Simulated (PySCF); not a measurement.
# C7H10NP: the cost of one run

Programs: PySCF 2.14.0, with routines of our own; each step states its level. All values are computed. Atoms count from 0.

### 1 The system as given

19 atoms, charge -1, multiplicity 2; geometry from: GFN2-xTB.

### 2 Open-shell or spin-flip excitations: unrestricted TDA wB97X-D/def2-SVP in dimethylsulfoxide

What the job is given:

```
{"job": {"kind": "uabs", "xc": "wB97X-D", "basis": "def2-SVP", "nstates": 10, "tda": true, "solvent": "dimethylsulfoxide", "pol": false}, "charge": -1, "multiplicity": 2}
C     -1.092397    -1.459765    -0.895124
N     -1.246571    -0.042514    -0.615566
C     -2.403317     0.303511     0.088225
C     -2.235894     1.117514     1.149867
P     -0.550549     1.538180     1.456057
C     -0.143371     0.668443    -0.041105
C      1.208165     0.313428    -0.471576
C      2.189438    -0.459809     0.407101
C      2.399325     0.998929     0.123943
H     -2.016228    -1.834843    -1.345652
H     -0.274094    -1.611711    -1.600630
H     -0.879288    -2.052816     0.010041
H     -3.343324    -0.108735    -0.262857
H     -3.047084     1.481961     1.765209
H      1.281699     0.077987    -1.534753
H      2.866146    -1.175163    -0.046991
H      1.856346    -0.725758     1.399174
H      2.198113     1.692858     0.925976
H      3.223081     1.287555    -0.518799
```

Level: unrestricted TDA wB97X-D/def2-SVP, vertical, IEF-PCM dimethylsulfoxide (non-equilibrium linear response), core orbitals frozen in the response.

Launch:

```sh
$ OMP_NUM_THREADS=1 python excited_run.py task.json out
```

The driver reads the jobs from task.json and runs them one after another.

**Question.** How long does this first job take on 1 thread of Arm Neoverse V2, shared host, and how much memory does it need?

About 70 s, with a peak of 0.94 GiB.
